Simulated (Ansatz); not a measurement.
# FH4NSi + NH3 + HF: a complex and its separated parts

Aim: how far the complex at one end of a reaction step lies below its separated, relaxed parts, level by level.

Program: Ansatz 0.2.0, Gaussian basis. Level of theory: PBE0-D4/def2-TZVP structures, single points in def2-TZVPP, no counterpoise correction. These are calculated values, not measurements.

Levels: SPW92, PBE-D4, BLYP-D4, r2SCAN-D4, B97M-V, PBE0-D4, B3LYP-D4, r2SCAN0-D4, BHLYP-D4, CAM-B3LYP-D4, wB97X-V, wB97M-V, B2PLYP, PBE-QIDH, RPA on PBE, Hartree-Fock, MP2, CCSD, CCSD(T).

Cores are frozen in the correlated methods. B3LYP uses VWN-RPA correlation. B2PLYP carries no dispersion term here.

113 further runs of the same task are left out: 113 set aside as unsound or not needed.

## 1. The system as given

The complex: 13 atoms, charge 0, spin multiplicity 1.

Atoms are counted from 1 here; the program's logs count them from 0.

Bond lengths: Si1–N2 1.965 Å, Si1–H3 1.528 Å, Si1–H4 1.489 Å, Si1–N5 1.706 Å, Si1–F7 1.760 Å, N2–H8 1.025 Å, N2–H10 1.014 Å, N2–H11 1.017 Å, N5–H12 1.004 Å, N5–H13 1.006 Å, H6–F9 0.960 Å. Angles: N2–Si1–H3 85.3°, N2–Si1–H4 107.9°, N2–Si1–N5 120.7°, N2–Si1–F7 83.3°, H3–Si1–H4 98.2°, H3–Si1–N5 93.2°, H3–Si1–F7 167.6°, H4–Si1–N5 130.8°, H4–Si1–F7 89.8°, N5–Si1–F7 88.6°, Si1–N2–H8 114.2°, Si1–N2–H10 109.2°, Si1–N2–H11 107.2°, H8–N2–H10 110.4°, H8–N2–H11 108.1°, H10–N2–H11 107.5°, Si1–N5–H12 120.7°, Si1–N5–H13 123.4° and more.

Coordinates:

```mol
F2H8N2Si
  3D, bonds by distance, orders not assigned

 13 11  0  0  0  0  0  0  0  0999 V2000
   -0.5500    0.4365   -0.4604 Si  0  0
   -0.1340   -1.3080    0.3426 N   0  0
   -1.3648   -0.3660   -1.4737 H   0  0
   -1.6839    1.0303    0.3002 H   0  0
    0.4609    1.1069   -1.6597 N   0  0
    0.7183    0.4059    2.1151 H   0  0
    0.5718    1.0323    0.7573 F   0  0
    0.1225   -1.2637    1.3341 H   0  0
    0.7316   -0.2623    2.8037 F   0  0
   -0.9222   -1.9324    0.2095 H   0  0
    0.6533   -1.6961   -0.1711 H   0  0
    0.2260    1.0244   -2.6327 H   0  0
    1.1704    1.7924   -1.4649 H   0  0
  1  2  8  0
  1  3  8  0
  1  4  8  0
  1  5  8  0
  1  7  8  0
  2  8  8  0
  2 10  8  0
  2 11  8  0
  5 12  8  0
  5 13  8  0
  6  9  8  0
M  END
```

Its parts: FH4NSi holds atoms 1, 3, 4, 5, 7, 12, 13; NH3 holds atoms 2, 8, 10, 11; HF holds atoms 6, 9. Each part counts its atoms afresh in its own runs.

## 2. Relaxing FH4NSi alone

File relax-a/in.yaml:

```yaml
crystal:
  periodic: [false, false, false]
  atoms:
    - {symbol: Si, position_ang: [-0.550007, 0.436508, -0.460414]}
    - {symbol: H, position_ang: [-1.364764, -0.365963, -1.473692]}
    - {symbol: H, position_ang: [-1.683944, 1.030302, 0.300226]}
    - {symbol: N, position_ang: [0.460851, 1.106946, -1.659723]}
    - {symbol: F, position_ang: [0.571814, 1.032266, 0.757327]}
    - {symbol: H, position_ang: [0.226026, 1.024359, -2.632702]}
    - {symbol: H, position_ang: [1.170433, 1.792381, -1.464887]}
basis:
  gaussian: {orbitals: def2-TZVP}
hamiltonian: {xc: pbe0, dispersion: d4}
relax: {f_tol: 0.005, max_steps: 200}
```

Command:

```sh
$ ansatz run in.yaml --threads 8 --pin off --events-out ev --progress --plain --max-ram 19148MiB
```

Further steps of the session: Relaxing NH3 alone; Relaxing HF alone; SPW92/def2-TZVPP; PBE-D4/def2-TZVPP; BLYP-D4/def2-TZVPP; r2SCAN-D4/def2-TZVPP; B97M-V/def2-TZVPP; PBE0-D4/def2-TZVPP; B3LYP-D4/def2-TZVPP; r2SCAN0-D4/def2-TZVPP; BHLYP-D4/def2-TZVPP; CAM-B3LYP-D4/def2-TZVPP; wB97X-V/def2-TZVPP; wB97M-V/def2-TZVPP; B2PLYP/def2-TZVPP; PBE-QIDH/def2-TZVPP; RPA on PBE/def2-TZVPP; CCSD(T)/def2-TZVPP; Vibrations of FH4NSi; Vibrations of NH3; Vibrations of HF.

Before running it: what results should come out? Wanted: complex less parts, CCSD(T)/def2-TZVPP; with zero-point energy; largest T1 diagnostic.

The runs gave:

```
                              quantity          value
complex less parts, CCSD(T)/def2-TZVPP  -5.5 kcal/mol
                with zero-point energy  +0.5 kcal/mol
                 largest T1 diagnostic          0.011
```

At CCSD(T) the complex lies 5.5 kcal/mol below its parts. The functionals run from BHLYP-D4, off by -0.2 kcal/mol, to SPW92, off by -19.4 kcal/mol, against CCSD(T). By rung, the mean size of the error is: LDA 19.4, GGA 3.0, meta-GGA 3.4, hybrid 2.1, range-separated hybrid 2.3, double hybrid 1.7 kcal/mol. PBE-D4 gives a relative energy 5.2 kcal/mol too low, outside chemical accuracy (1 kcal/mol). No counterpoise was applied, and triple zeta lacks some correlation, so the CCSD(T) reference has a basis error of its own, and close matches with it are partly luck.
